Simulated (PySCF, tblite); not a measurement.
# C₅H₉NSi: geometry, infrared bands and NMR shifts

Aim: predict the infrared bands and NMR shifts of C₅H₉NSi (`C=C[Si@H](N)C1C=C1`).

Computed with tblite 0.8.0 and PySCF 2.14.0, with density-fitted response routines of our own, on a single molecule in the gas phase. Atoms count from 0, in the outputs and in this text.

## Step 1: The starting structure

16 atoms, charge 0, multiplicity 1; geometry from: force field or distance geometry start.

Bonds of the start (Å): C0–C1 1.33, C1–Si2 1.83, Si2–N3 1.78, Si2–C4 1.85, C4–C5 1.48, C5–C6 1.34, C6–C4 1.47, C0–H7 1.09, C0–H8 1.09, C1–H9 1.08, Si2–H10 1.50, N3–H11 1.06, N3–H12 1.04, C4–H13 1.11, C5–H14 1.09, C6–H15 1.11.

## Step 2: Geometry optimisation with GFN2-xTB

The job: settings as JSON, then the geometry in Å.

```
{"job": {"kind": "relax", "xc": "GFN2-xTB", "basis": "xTB"}, "charge": 0, "multiplicity": 1}
C     -2.044200     0.656200     1.142400
C     -1.385800     0.751100    -0.010400
Si    -0.234000    -0.532700    -0.630400
N     -0.573800    -2.103700     0.137000
C      1.551900    -0.062400    -0.572600
C      1.787700     1.398100    -0.487700
C      2.133800     0.654400     0.576900
H     -1.971700    -0.193100     1.813900
H     -2.709700     1.467800     1.448800
H     -1.550100     1.660900    -0.573600
H     -0.567900    -0.745300    -2.076500
H      0.285100    -2.719200     0.195300
H     -1.266200    -2.612300    -0.456000
H      2.244200    -0.665200    -1.197900
H      1.741300     2.393700    -0.924300
H      2.551700     0.660900     1.603700
```

On the command line:

```
$ OMP_NUM_THREADS=1 python probes_run.py task.json out
```

One launch serves the whole session: the jobs run in the order shown.

**Question.** This job is followed by: GFN2-xTB harmonic vibrations, gas phase; GIAO PBE0/pcSseg-1 NMR shielding, non-relativistic, gas phase. Predict these results of the whole session: strongest single infrared mode (GFN2-xTB); zero-point energy (GFN2-xTB); ¹³C shifts against TMS (PBE0/pcSseg-1); ¹H shifts against TMS (PBE0/pcSseg-1, means over atoms taken as alike); ²⁹Si shifts against TMS (PBE0/pcSseg-1); ¹⁵N shifts against NH3 (PBE0/pcSseg-1).

The runs gave:

| quantity | value |
| --- | --- |
| strongest single infrared mode (GFN2-xTB) | 2106 cm⁻¹, 411 km/mol |
| zero-point energy (GFN2-xTB) | 75.8 kcal/mol |
| ¹³C shifts against TMS (PBE0/pcSseg-1) | 144.1, 141.3, 119.9, 117.6, 7.0 ppm |
| ¹H shifts against TMS (PBE0/pcSseg-1, means over atoms taken as alike) | 7.38, 7.16, 6.40, 6.24, 5.94, 5.37, 0.80, 0.16 ppm |
| ²⁹Si shifts against TMS (PBE0/pcSseg-1) | -26.0 ppm |
| ¹⁵N shifts against NH3 (PBE0/pcSseg-1) | 7.5 ppm |

What this shows: Over 63 steps the energy fell by 0.545 eV; of the close pairs, Si2–N3 changed most, 1.781 to 1.728 Å. No mode is imaginary among the 42: a minimum at this level. The strongest single mode, at 2106 cm⁻¹, moves mainly H10. GFN2-xTB is a fitted tight-binding method: band positions and strengths are rough. Its intensities can rank the bands wrongly.
